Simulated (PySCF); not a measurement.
**The bond of PdI, level by level**

The task here is to estimate one member of a computed series from the others.

The runs use PySCF 2.14.0; Pd def2-TZVPP with ECP28, I def2-TZVPP with ECP28, scalar-relativistic core potentials.

Set-up of the first run:

Settings of the job:

- atoms: Pd, I
- charge: 0
- basis: Pd def2-TZVPP with ECP28, I def2-TZVPP with ECP28
- Hamiltonian: scalar-relativistic core potentials
- basis functions: 106
- electrons treated: 43
- masses in u: 105.9035, 126.9045
- levels: PBE0, PBE, r²SCAN, r²SCAN0, M06-2X, M06-L, MN15, HSE06, HF, MP2, SCS-MP2
- grid: 80 radial by 434 angular points
- occupations: held fixed by the projection of orbital angular momentum
- dissociation limit: Pd + I, each in its ground configuration
- starting distance in angstrom: 2.495
- values of 2S to try: 1, 3

Launch:

```console
$ OMP_NUM_THREADS=2 python dia.py task.json out
```

Among the steps run: The job; PBE0 along the bond; Excited determinants; PBE (GGA); r²SCAN; r²SCAN0 (hybrid meta-GGA); M06-2X (hybrid meta-GGA); M06-L; MN15 (hybrid meta-GGA); HSE06 (range-separated hybrid); UHF.

One of the session's tables, all rows but one given; the rest of the session is left out.

It belongs to the step «Constants by level of theory». 

| level | Re (Å) | ωe (cm⁻¹) | De (eV) | μ (D) |
| --- | --- | --- | --- | --- |
| UHF | 2.668 | 186.4 | 2.06 | -7.15 |
| UHF-MP2 | 2.480 | 222.3 | 1.90 | n/a |
| UHF-SCS-MP2 | 2.518 | 212.8 | 1.85 | n/a |
| PBE | 2.521 | 209.6 | 2.56 | -3.43 |
| r²SCAN | 2.511 | 215.5 | 2.71 | -3.95 |
| M06-L | ? | ? | ? | ? |
| PBE0 | 2.524 | 213.2 | 2.40 | -4.31 |
| r²SCAN0 | 2.519 | 215.6 | 2.52 | -4.64 |
| HSE06 | 2.529 | 212.2 | 2.42 | -4.25 |
| MN15 | 2.504 | 216.8 | 2.14 | -3.86 |
| M06-2X | 2.564 | 197.4 | 1.77 | -4.88 |

Estimate the missing values for M06-L.

**Answer.** Re (Å): 2.544; ωe (cm⁻¹): 200.6; De (eV): 2.32; μ (D): -3.79. In the column «Re (Å)» it lies between HSE06 (2.529) and M06-2X (2.564).

De is counted to Pd + I in their ground configurations.
